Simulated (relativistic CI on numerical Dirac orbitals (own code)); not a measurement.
# Co²⁺ (3d7) in crystal fields: levels and magnetism

Aim: the levels, ground state and powder susceptibility of Co²⁺ in 6 parametric crystal fields.

The numbers are computed with relativistic CI on numerical Dirac orbitals (own code) version 1 (Dirac-Coulomb-Breit CI, KLI orbitals optimised for each configuration, model QED (radiative potential, 1s self-energy scaled to tabulated hydrogen-like ionisation energies), one configuration in a parametric crystal field), except any that are marked as measured or tabulated.

**1. Starting point**

| Item | Value |
| --- | --- |
| ion | Co²⁺ (Co III) |
| nuclear charge | 27 |
| electrons | 25 |
| open shell | 3d7 |
| Slater scale | 1 |
| field 1 (cm⁻¹) | D3d, 10Dq = 15100, Dsigma = 110, Dtau = -110 |
| field 2 (cm⁻¹) | D3d, 10Dq = 15100, Dsigma = 330, Dtau = -110 |
| field 3 (cm⁻¹) | D3d, 10Dq = 15100, Dsigma = 550, Dtau = -110 |
| field 4 (cm⁻¹) | D3d, 10Dq = 15100, Dsigma = 760, Dtau = -110 |
| field 5 (cm⁻¹) | D3d, 10Dq = 15100, Dsigma = 980, Dtau = -110 |
| field 6 (cm⁻¹) | D3d, 10Dq = 15100, Dsigma = 1200, Dtau = -110 |

Outer shells as boxes (Hund's rule):

[Ar] 3d7
```
[Ar] core
3d [↑↓][↑↓][↑ ][↑ ][↑ ]
```

**2. Field 1: D3d, 10Dq = 15100, Dsigma = 110, Dtau = -110**

Settings of the run:

```ini
atom Co  Z=27  charge=2  electrons=25
nucleus A=59  rms_radius_fm=3.7875
hamiltonian dirac-coulomb  breit=on  qed=on  c_scale=1
orbitals kli  potential=per-configuration
slater_scale 1
correlation none
mixing on
configurations
  [Ar] 3d7
end
crystal_field D3d 10Dq=15100 Dsigma=110 Dtau=-110
```

**3. Field 2: D3d, 10Dq = 15100, Dsigma = 330, Dtau = -110**

Changes to the settings of step 2:

```diff
@@ -10,2 +10,2 @@
 end
-crystal_field D3d 10Dq=15100 Dsigma=110 Dtau=-110
+crystal_field D3d 10Dq=15100 Dsigma=330 Dtau=-110
```

**4. Field 3: D3d, 10Dq = 15100, Dsigma = 550, Dtau = -110**

Changes to the settings of step 3:

```diff
@@ -10,2 +10,2 @@
 end
-crystal_field D3d 10Dq=15100 Dsigma=330 Dtau=-110
+crystal_field D3d 10Dq=15100 Dsigma=550 Dtau=-110
```

**5. Field 4: D3d, 10Dq = 15100, Dsigma = 760, Dtau = -110**

Changes to the settings of step 4:

```diff
@@ -10,2 +10,2 @@
 end
-crystal_field D3d 10Dq=15100 Dsigma=550 Dtau=-110
+crystal_field D3d 10Dq=15100 Dsigma=760 Dtau=-110
```

**6. Field 5: D3d, 10Dq = 15100, Dsigma = 980, Dtau = -110**

Changes to the settings of step 5:

```diff
@@ -10,2 +10,2 @@
 end
-crystal_field D3d 10Dq=15100 Dsigma=760 Dtau=-110
+crystal_field D3d 10Dq=15100 Dsigma=980 Dtau=-110
```

**7. Field 6: D3d, 10Dq = 15100, Dsigma = 1200, Dtau = -110**

Changes to the settings of step 6:

```diff
@@ -10,2 +10,2 @@
 end
-crystal_field D3d 10Dq=15100 Dsigma=980 Dtau=-110
+crystal_field D3d 10Dq=15100 Dsigma=1200 Dtau=-110
```

(Steps that only read results are left out.)

**Question.** What will these runs give? Wanted: ground spin; ground doublet.

**Answer**, as computed:

| field | ground state | degeneracy | S | J | first gap (cm⁻¹) | stabilisation (cm⁻¹) | χT at 2 K | χT at 300 K |
| --- | --- | --- | --- | --- | --- | --- | --- | --- |
| 1: D3d | G4 | 2 | 1.50 | 4.08 | 139 | -10031 | 1.802 | 3.064 |
| 2: D3d | G4 | 2 | 1.50 | 4.19 | 198 | -9937 | 1.858 | 3.270 |
| 3: D3d | G4 | 2 | 1.50 | 4.26 | 272 | -9895 | 1.858 | 3.410 |
| 4: D3d | G4 | 2 | 1.50 | 4.27 | 337 | -9905 | 1.818 | 3.426 |
| 5: D3d | G4 | 2 | 1.50 | 4.24 | 294 | -9960 | 1.783 | 3.348 |
| 6: D3d | G4 | 2 | 1.50 | 4.19 | 251 | -10049 | 1.773 | 3.235 |

χT is in cm³ K/mol; stabilisation counts from the free ion's lowest level; S and J come from the expectation values of their squares.

| quantity | value |
| --- | --- |
| ground spin (effective S from ⟨S²⟩) | 1: 1.50, 2: 1.50, 3: 1.50, 4: 1.50, 5: 1.50, 6: 1.50 |
| χT at 300 K | 3.06 to 3.43 cm³ K/mol |
| ground doublet | field 6, g = 3.81, 3.81, 5.20 |

**Reading.** All fields leave the ground state at S = 3/2. The field is a set of parameters, without covalency or charge transfer.
